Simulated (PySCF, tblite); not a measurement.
# C₂H₇NOSi: dynamics, then NMR shifts and electronic excitations on frames, part 2 of 2

tblite 0.8.0 and PySCF 2.14.0. Atoms count from 0.

## Step 9: Nuclear shieldings: 800 fs, PBE0/pcSseg-1

What the job is given:

```
{"job": {"kind": "nmr", "xc": "PBE0", "basis": "pcSseg-1", "pop": false}, "charge": 0, "multiplicity": 1}
C      1.607500    -0.006900     0.749600
C      0.066400     0.024300     0.935100
O     -0.472400    -0.818500     1.576800
N     -0.613400     0.968100     0.308200
Si    -2.402200     0.879200     0.514700
H      2.068700    -0.974000     1.120600
H      1.792700     0.142500    -0.318600
H      2.136400     0.818500     1.304300
H     -0.192200     1.554200    -0.395500
H     -2.779400    -0.460500     0.104100
H     -3.016900     1.823000    -0.491300
H     -2.651000     1.412900     1.890500
```

Level: GIAO PBE0/pcSseg-1 NMR shielding, non-relativistic, gas phase.

Log:

```text
coarse grid: 10288 points
cycle   1  E = -499.3536398995  dE =  5.656e-01  |g| = 8.130e-01  |ddm| = 2.982e+00
cycle   2  E = -498.9552030815  dE =  3.984e-01  |g| = 1.627e+00  |ddm| = 2.291e+00
cycle   3  E = -499.4754637765  dE = -5.203e-01  |g| = 2.027e-01  |ddm| = 1.791e+00
cycle   4  E = -499.4829880700  dE = -7.524e-03  |g| = 7.866e-02  |ddm| = 1.848e-01
cycle   5  E = -499.4841873563  dE = -1.199e-03  |g| = 1.579e-02  |ddm| = 5.501e-02
cycle   6  E = -499.4842394305  dE = -5.207e-05  |g| = 4.505e-03  |ddm| = 1.386e-02
cycle   7  E = -499.4842441233  dE = -4.693e-06  |g| = 6.637e-04  |ddm| = 3.953e-03
final grid: 94152 points
cycle   8  E = -499.5212001481  dE = -2.530e-06  |g| = 1.155e-02  |ddm| = 1.678e-02
cycle   9  E = -499.5211309222  dE =  6.923e-05  |g| = 2.243e-02  |ddm| = 2.245e-02
cycle  10  E = -499.5212249615  dE = -9.404e-05  |g| = 1.334e-03  |ddm| = 1.600e-02
cycle  11  E = -499.5212253638  dE = -4.023e-07  |g| = 1.392e-04  |ddm| = 1.193e-03
cycle  12  E = -499.5212253684  dE = -4.601e-09  |g| = 3.844e-05  |ddm| = 1.692e-04
cycle  13  E = -499.5212253688  dE = -3.320e-10  |g| = 8.702e-06  |ddm| = 4.877e-05
converged SCF energy = -499.5212253688

GIAO shielding tensors (ppm)
atom      isotropic    diamagn.    paramagn.     s11        s22        s33       span
  0 C      155.521     249.613     -94.092    125.726    151.616    189.222     63.497
  1 C       17.658     248.397    -230.739    -62.303     17.289     97.988    160.291
  2 O      -98.982     401.722    -500.704   -400.592   -188.544    292.191    692.783
  3 N      166.404     329.067    -162.663     82.387    170.344    246.481    164.094
  4 Si     408.820     878.942    -470.122    374.770    391.145    460.546     85.776
  5 H       28.654      28.065       0.589     25.108     26.885     33.968      8.860
  6 H       29.655      30.981      -1.326     25.937     29.521     33.506      7.569
  7 H       28.474      27.663       0.811     25.359     27.277     32.785      7.426
  8 H       27.639      35.348      -7.709     21.603     28.005     33.309     11.706
  9 H       26.665      29.388      -2.724     23.304     25.380     31.311      8.008
 10 H       26.874      28.262      -1.388     24.131     25.378     31.113      6.982
 11 H       26.400      27.485      -1.085     22.841     24.757     31.602      8.761
```

It took 8.4 s on 1 thread, shared host.

Key values: δ C1 169.3, C0 31.4, O2 435.1, N3 101.3, H11 5.32, H9 5.05 ppm.

## Step 10: Ultraviolet spectrum: 800 fs, PBE0/def2-SVPD

Same as in step 9 but for these lines:

```diff
@@ -1,2 +1,2 @@
-{"job": {"kind": "nmr", "xc": "PBE0", "basis": "pcSseg-1", "pop": false}, "charge": 0, "multiplicity": 1}
+{"job": {"kind": "uv", "xc": "PBE0", "basis": "def2-SVPD", "nstates": 5, "ntriplets": 0}, "charge": 0, "multiplicity": 1}
 C      1.607500    -0.006900     0.749600
```

With the program's defaults for keys left out, this is: TDDFT PBE0/def2-SVPD, vertical, gas phase, core orbitals frozen in the response.

Log:

```text
coarse grid: 10288 points
cycle   1  E = -499.1322993484  dE =  5.276e-01  |g| = 7.779e-01  |ddm| = 4.257e+00
cycle   2  E = -498.7264954176  dE =  4.058e-01  |g| = 1.608e+00  |ddm| = 2.606e+00
cycle   3  E = -499.2513161341  dE = -5.248e-01  |g| = 1.844e-01  |ddm| = 2.003e+00
cycle   4  E = -499.2575846650  dE = -6.269e-03  |g| = 7.790e-02  |ddm| = 2.691e-01
cycle   5  E = -499.2588263008  dE = -1.242e-03  |g| = 1.563e-02  |ddm| = 9.468e-02
cycle   6  E = -499.2588827164  dE = -5.642e-05  |g| = 3.682e-03  |ddm| = 2.163e-02
cycle   7  E = -499.2588859561  dE = -3.240e-06  |g| = 5.723e-04  |ddm| = 5.657e-03
final grid: 94152 points
cycle   8  E = -499.3254605833  dE = -4.051e-06  |g| = 1.074e-02  |ddm| = 7.800e-02
cycle   9  E = -499.3253971343  dE =  6.345e-05  |g| = 2.095e-02  |ddm| = 2.770e-02
cycle  10  E = -499.3254832712  dE = -8.614e-05  |g| = 1.289e-03  |ddm| = 1.857e-02
cycle  11  E = -499.3254836752  dE = -4.041e-07  |g| = 9.921e-05  |ddm| = 1.757e-03
cycle  12  E = -499.3254836779  dE = -2.656e-09  |g| = 4.295e-05  |ddm| = 2.769e-04
cycle  13  E = -499.3254836784  dE = -4.827e-10  |g| = 1.263e-05  |ddm| = 8.838e-05
converged SCF energy = -499.3254836784

Static polarisability (au): isotropic 64.023, principal 52.254 61.754 78.062

Singlet excitations
state   eV       nm        f      main configurations
  1   5.8766    211.0   0.00092   H->L+1 0.80, H->L 0.16
  2   6.4806    191.3   0.02357   H->L 0.80, H->L+1 0.15
  3   6.7112    184.7   0.00895   H-1->L 0.95
  4   7.2157    171.8   0.00263   H->L+3 0.61, H->L+2 0.24
  5   7.3181    169.4   0.01768   H->L+2 0.59, H-1->L+1 0.27
```

Wall time 14 s (1 thread, shared host).

This run: HOMO -7.51 eV, LUMO 0.00 eV; lowest singlet 5.88 eV.

## Step 11: Nuclear shieldings: 1000 fs, PBE0/pcSseg-1

What the job is given:

```
{"job": {"kind": "nmr", "xc": "PBE0", "basis": "pcSseg-1", "pop": false}, "charge": 0, "multiplicity": 1}
C      1.627700     0.049400     1.017400
C      0.175800    -0.146500     1.122300
O     -0.333500    -1.247600     1.290500
N     -0.652200     0.860000     0.879800
Si    -2.356700     0.362300     0.943600
H      2.163100    -0.094200     1.993900
H      1.985100    -0.791400     0.425300
H      1.922500     1.039600     0.716500
H     -0.426700     1.812900     0.755600
H     -2.516200    -0.388200    -0.271100
H     -3.039400     1.616400     0.777800
H     -2.631700    -0.290500     2.166800
```

With the program's defaults for keys left out, this is: GIAO PBE0/pcSseg-1 NMR shielding, non-relativistic, gas phase.

Log:

```text
coarse grid: 10288 points
cycle   1  E = -499.3503587839  dE =  7.186e-01  |g| = 8.192e-01  |ddm| = 3.021e+00
cycle   2  E = -498.9067553440  dE =  4.436e-01  |g| = 1.689e+00  |ddm| = 2.392e+00
cycle   3  E = -499.4729399246  dE = -5.662e-01  |g| = 2.257e-01  |ddm| = 1.894e+00
cycle   4  E = -499.4825252091  dE = -9.585e-03  |g| = 8.217e-02  |ddm| = 2.050e-01
cycle   5  E = -499.4837977433  dE = -1.273e-03  |g| = 1.949e-02  |ddm| = 5.916e-02
cycle   6  E = -499.4838796138  dE = -8.187e-05  |g| = 4.433e-03  |ddm| = 1.543e-02
cycle   7  E = -499.4838840801  dE = -4.466e-06  |g| = 7.001e-04  |ddm| = 4.016e-03
final grid: 94152 points
cycle   8  E = -499.5193324774  dE = -5.709e-06  |g| = 1.138e-02  |ddm| = 1.934e-02
cycle   9  E = -499.5192616388  dE =  7.084e-05  |g| = 2.244e-02  |ddm| = 2.267e-02
cycle  10  E = -499.5193565470  dE = -9.491e-05  |g| = 1.558e-03  |ddm| = 1.634e-02
cycle  11  E = -499.5193570822  dE = -5.352e-07  |g| = 1.498e-04  |ddm| = 1.413e-03
cycle  12  E = -499.5193570875  dE = -5.258e-09  |g| = 3.972e-05  |ddm| = 2.020e-04
cycle  13  E = -499.5193570878  dE = -3.295e-10  |g| = 1.345e-05  |ddm| = 4.898e-05
converged SCF energy = -499.5193570878

GIAO shielding tensors (ppm)
atom      isotropic    diamagn.    paramagn.     s11        s22        s33       span
  0 C      165.595     247.711     -82.116    147.267    153.641    195.878     48.611
  1 C       10.392     249.719    -239.327    -65.258     -9.919    106.353    171.611
  2 O      -97.522     402.488    -500.010   -375.230   -213.875    296.539    671.768
  3 N      152.024     326.625    -174.601     58.031    160.751    237.290    179.259
  4 Si     419.652     880.514    -460.863    377.495    419.119    462.341     84.845
  5 H       28.686      26.089       2.597     25.706     26.432     33.919      8.213
  6 H       29.109      29.142      -0.032     25.394     27.657     34.278      8.884
  7 H       30.131      30.616      -0.485     25.803     29.757     34.835      9.032
  8 H       27.583      35.522      -7.940     21.949     27.117     33.682     11.733
  9 H       27.447      30.419      -2.972     23.790     25.646     32.906      9.116
 10 H       28.033      29.980      -1.948     24.896     26.441     32.761      7.865
 11 H       27.527      29.506      -1.979     23.992     25.937     32.653      8.661
```

It took 8.3 s on 1 thread, shared host.

In short: δ C1 176.5, C0 21.3, O2 433.6, N3 115.7, H9 4.27, H11 4.19 ppm.

## Step 12: Excited states and response: 1000 fs, PBE0/def2-SVPD

Same as in step 11 but for these lines:

```diff
@@ -1,2 +1,2 @@
-{"job": {"kind": "nmr", "xc": "PBE0", "basis": "pcSseg-1", "pop": false}, "charge": 0, "multiplicity": 1}
+{"job": {"kind": "uv", "xc": "PBE0", "basis": "def2-SVPD", "nstates": 5, "ntriplets": 0}, "charge": 0, "multiplicity": 1}
 C      1.627700     0.049400     1.017400
```

Method: TDDFT PBE0/def2-SVPD, vertical, gas phase, core orbitals frozen in the response.

Log:

```text
coarse grid: 10288 points
cycle   1  E = -499.1275984749  dE =  6.805e-01  |g| = 7.855e-01  |ddm| = 4.554e+00
cycle   2  E = -498.6701429016  dE =  4.575e-01  |g| = 1.678e+00  |ddm| = 2.548e+00
cycle   3  E = -499.2481184172  dE = -5.780e-01  |g| = 2.063e-01  |ddm| = 2.024e+00
cycle   4  E = -499.2561392011  dE = -8.021e-03  |g| = 8.203e-02  |ddm| = 3.057e-01
cycle   5  E = -499.2574831229  dE = -1.344e-03  |g| = 1.938e-02  |ddm| = 1.059e-01
cycle   6  E = -499.2575692411  dE = -8.612e-05  |g| = 3.543e-03  |ddm| = 2.634e-02
cycle   7  E = -499.2575721900  dE = -2.949e-06  |g| = 6.569e-04  |ddm| = 5.932e-03
final grid: 94152 points
cycle   8  E = -499.3226716798  dE = -6.793e-06  |g| = 1.054e-02  |ddm| = 6.525e-02
cycle   9  E = -499.3226078976  dE =  6.378e-05  |g| = 2.082e-02  |ddm| = 2.721e-02
cycle  10  E = -499.3226934656  dE = -8.557e-05  |g| = 1.530e-03  |ddm| = 1.813e-02
cycle  11  E = -499.3226940200  dE = -5.544e-07  |g| = 1.189e-04  |ddm| = 1.907e-03
cycle  12  E = -499.3226940235  dE = -3.532e-09  |g| = 5.032e-05  |ddm| = 2.938e-04
cycle  13  E = -499.3226940241  dE = -5.974e-10  |g| = 1.694e-05  |ddm| = 8.457e-05
converged SCF energy = -499.3226940241

Static polarisability (au): isotropic 61.442, principal 49.484 59.796 75.046

Singlet excitations
state   eV       nm        f      main configurations
  1   5.7479    215.7   0.00084   H->L+1 0.85, H->L 0.12
  2   6.7052    184.9   0.01170   H->L 0.77, H->L+1 0.12, H-1->L+1 0.10
  3   6.7947    182.5   0.00084   H-1->L 0.91
  4   7.1317    173.8   0.13207   H-1->L+1 0.70, H->L 0.09
  5   7.6033    163.1   0.01171   H->L+2 0.82, H->L+3 0.10
```

It took 14 s on 1 thread, shared host.

This run: HOMO -7.65 eV, LUMO 0.20 eV; lowest singlet 5.75 eV.

## Step 13: Comparing the runs: NMR shifts

Shifts (ppm) of some atoms, chosen among heavy atoms and hydrogens apart, with basis size and wall time:

```
  frame     C1    C0   H11    H7     O2     N3    Si4  functions   time
 250 fs  182.0  25.6  4.51  1.61  483.8  106.4  -64.5        127  8.7 s
 425 fs  176.3  25.8  3.83  1.46  449.1  114.9  -63.4        127  8.4 s
 625 fs  177.5  27.6  6.41  3.30  464.2  104.0  -50.8        127  8.5 s
 800 fs  169.3  31.4  5.32  3.24  435.1  101.3  -59.7        127  8.4 s
1000 fs  176.5  21.3  4.19  1.59  433.6  115.7  -70.5        127  8.3 s
```

## Step 14: Comparing the runs: electronic excitations

Excitations and ground-state properties, with basis size and wall time:

```
  frame  lowest singlet (eV)  brightest (eV)      f  gap (eV)  α (Å³)  μ (D)  functions  time
 250 fs                 5.46            7.14  0.088      7.52    9.20   3.45        163  14 s
 425 fs                 5.59            7.16  0.128      7.62    9.22   3.57        163  14 s
 625 fs                 5.48            6.29  0.018      7.30    9.61   4.01        163  14 s
 800 fs                 5.88            6.48  0.024      7.52    9.49   3.20        163  14 s
1000 fs                 5.75            7.13  0.132      7.84    9.10   3.36        163  14 s
```

## Step 15: What came out

The summary covers parts 1 to 2.

```
                                       quantity                                         value
                                     thermostat                                         300 K
                  mean temperature, second half                                         282 K
        mean potential energy above the minimum                                       0.43 eV
 ¹³C shifts against TMS (PBE0/pcSseg-1, 250 fs)                               182.0, 25.6 ppm
  ¹H shifts against TMS (PBE0/pcSseg-1, 250 fs)  5.01, 4.51, 4.37, 3.81, 2.33, 1.82, 1.61 ppm
 ¹⁷O shifts against H2O (PBE0/pcSseg-1, 250 fs)                                     483.8 ppm
 ¹⁵N shifts against NH3 (PBE0/pcSseg-1, 250 fs)                                     106.4 ppm
²⁹Si shifts against TMS (PBE0/pcSseg-1, 250 fs)                                     -64.5 ppm
        lowest singlet (PBE0/def2-SVPD, 250 fs)                   5.46 eV (227 nm), f = 0.002
       brightest single state of those computed                   state 4, 7.14 eV, f = 0.088
                       range of the shift of O2                            433.6 to 483.8 ppm
                    range of the lowest singlet                               5.46 to 5.88 eV
```

In words: In the second half the potential energy averages 0.43 eV above the minimum; equipartition over 30 harmonic modes at 300 K would give 0.39 eV. With 12 atoms the temperature swings widely (133 to 473 K). Shifts at one fixed geometry are not the observed spectrum, which averages over the motion. In the first frame run (250 fs): The widest tensor belongs to O2: span 767 ppm, with a paramagnetic part of -548 ppm. The first singlet state (HOMO→LUMO 0.66, HOMO→LUMO+1 0.31) lies at 5.46 eV and is weak; of the 5 states computed, the strongest absorption comes from state 4 at 7.14 eV (the last state computed is bright too, and its partners may lie past the list). In ppm, O2 moves most: its shift spreads over 50.2 ppm, from 433.6 (1000 fs) to 483.8 (250 fs). The lowest singlet runs from 5.46 eV (250 fs) to 5.88 eV (800 fs), while the orbital gap spans 7.30 to 7.84 eV. The lowest state need not be the same one in every run.
